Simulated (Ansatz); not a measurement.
# HF/6-31G(d) (spherical functions) run of AlGeNH4O (SMILES [NH2][GeH]1[O][AlH]1)

Aim: the vertical ionisation energy of AlGeNH4O at HF/6-31G* (spherical functions), from 2 runs. 

Program for the calculation: Ansatz 0.2.0.

128 further runs of the same task are left out: 128 set aside as unsound or not needed.

## Step 1: The molecule

AlGeNH4O has 8 atoms, charge 0, and is taken as a singlet. SMILES: `[NH2][GeH]1[O][AlH]1`. Geometry: relaxed at PBE0-D4/def2-TZVP. This is one conformer, not always the lowest.

Bond lengths: N1–Ge2 1.822 Å, Ge2–O3 1.896 Å, Ge2–Al4 2.331 Å, O3–Al4 1.699 Å, N1–H5 1.009 Å, N1–H6 1.008 Å, Ge2–H7 1.543 Å, Al4–H8 1.577 Å. Some angles: N1–Ge2–O3 114.7°, N1–Ge2–Al4 126.9°, O3–Ge2–Al4 46.0°, Ge2–O3–Al4 80.7°, Ge2–Al4–O3 53.4°, N1–Ge2–H7 103.9°, O3–Ge2–H7 108.8°, Al4–Ge2–H7 128.4°, Ge2–N1–H5 116.8°, Ge2–N1–H6 117.5°.

## Step 2: A single-point energy at HF/6-31G(d) (spherical functions)

File input.yaml:

```yaml
basis:
  gaussian:
    orbitals: 6-31G_st_-spherical.json
crystal:
  periodic: [false, false, false]
  atoms:
    - {symbol: "N", position_ang: [-1.000700, 1.330400, 0.514400]}
    - {symbol: Ge, position_ang: [0.239100, 0.000100, 0.626900]}
    - {symbol: O, position_ang: [1.177500, -0.346000, -0.983500]}
    - {symbol: Al, position_ang: [0.431500, -1.856900, -0.769100]}
    - {symbol: H, position_ang: [-0.662600, 2.276400, 0.611900]}
    - {symbol: H, position_ang: [-1.682100, 1.271200, -0.226100]}
    - {symbol: H, position_ang: [1.237900, 0.511900, 1.685400]}
    - {symbol: H, position_ang: [0.351700, -3.244100, -1.515600]}
magnetization:
  spin_polarized: false
hamiltonian:
  xc: hf
accuracy: high
output: {orbitals: {seedname: orbitals}}
```

The basis set 6-31G* is read from a file made from the Basis Set Exchange's data (not shown).

On the command line:

```console
$ ansatz run input.yaml --threads 1 --pin off --max-ram 3480MiB --events-out events.jsonl --progress --plain --runs-dir runs
```

The log of the run:

```text
Warning: RAYON_NUM_THREADS=1 ignored (pool sized by the plan → 1); use --threads N
Functional definition: HF
  name "HF"
  exchange = exact_x
  correlation = 0
1871 factors; integrals over basis functions are off by at most 4.7e-9 eV
mean field evaluation 1: about -66624.4276 eV, gradient 5.2e1 eV
mean field evaluation 2: about -66624.5165 eV, gradient 5.2e1 eV
mean field evaluation 4: about -66630.4424 eV, gradient 5.0e0 eV
mean field evaluation 8: about -66630.5427 eV, gradient 4.0e-1 eV
mean field evaluation 16: about -66630.5439 eV, gradient 1.6e-8 eV
mean field -66630.54388414 eV, -2448.6273239373 hartree, gradient 1.6e-8 eV, S^2 0.000000; 0 other end points of the search recorded, 0 dependent functions left out
reference -66630.54388414 eV, -2448.6273239373 hartree; 32, 32 occupied and 54, 54 virtual orbitals, 1871 factors
Total energy: -66630.54388414 eV, -2448.6273239373 hartree
```

Wall time 3.3 s (1 thread of Arm Neoverse V2, shared host); peak memory 0.26 GiB.

## Step 3: The doublet cation at the same level

File in.yaml:

```yaml
crystal:
  periodic: [false, false, false]
  atoms:
    - symbol: N
      position_ang: [-1.000700, 1.330400, 0.514400]
    - symbol: Ge
      position_ang: [0.239100, 0.000100, 0.626900]
    - symbol: O
      position_ang: [1.177500, -0.346000, -0.983500]
    - symbol: Al
      position_ang: [0.431500, -1.856900, -0.769100]
    - symbol: H
      position_ang: [-0.662600, 2.276400, 0.611900]
    - symbol: H
      position_ang: [-1.682100, 1.271200, -0.226100]
    - symbol: H
      position_ang: [1.237900, 0.511900, 1.685400]
    - symbol: H
      position_ang: [0.351700, -3.244100, -1.515600]
basis:
  gaussian:
    orbitals: 6-31G_st_-spherical.json
total_charge: 1
magnetization:
  spin_polarized: true
  initial_magnetization: 1
hamiltonian:
  xc: hf
accuracy: high
output:
  orbitals: {seedname: orbitals}
```

The basis set 6-31G* is read from a file made from the Basis Set Exchange's data (not shown).

On the command line:

```console
$ ansatz run in.yaml --threads 1 --pin off --max-ram 3480MiB --events-out events.jsonl --progress --plain --runs-dir runs
```

The log of the run, cut to the lines that bear on the results:

```text
Warning: RAYON_NUM_THREADS=1 ignored (pool sized by the plan → 1); use --threads N
[... 2 set-up lines as earlier in the session ...]
[...]
1868 factors; integrals over basis functions are off by at most 4.7e-9 eV
[...]
mean field -66623.14377829 eV, -2448.3553750632 hartree, gradient 2.3e-8 eV, S^2 0.788405; 3 other end points of the search recorded, 0 dependent functions left out
reference -66623.14377829 eV, -2448.3553750632 hartree; 32, 31 occupied and 54, 55 virtual orbitals, 1868 factors
Total energy: -66623.14377829 eV, -2448.3553750632 hartree
```

Run time: 14 s. Hardware: 1 thread of Arm Neoverse V2, shared host; peak memory 0.51 GiB.

## Step 4: Summary of results

At HF/6-31G* (spherical functions):

```
                                          quantity           value
                    singlet AlGeNH4O: total energy  -2448.62732 Eh
                     singlet AlGeNH4O: HOMO energy        -8.65 eV
                     singlet AlGeNH4O: LUMO energy         1.40 eV
                   singlet AlGeNH4O: HOMO–LUMO gap        10.06 eV
                      doublet cation: total energy  -2448.35538 Eh
doublet cation: HOMO energy (highest over α and β)       -15.99 eV
 doublet cation: LUMO energy (lowest over α and β)        -6.08 eV
                              doublet cation: ⟨S²⟩           0.788
vertical ionisation energy (to the doublet cation)        7.400 eV
```

In words: The vertical ionisation energy comes to 7.40 eV (171 kcal/mol). The negative HOMO energy of the first species, 8.65 eV, lies 1.25 eV above that difference.
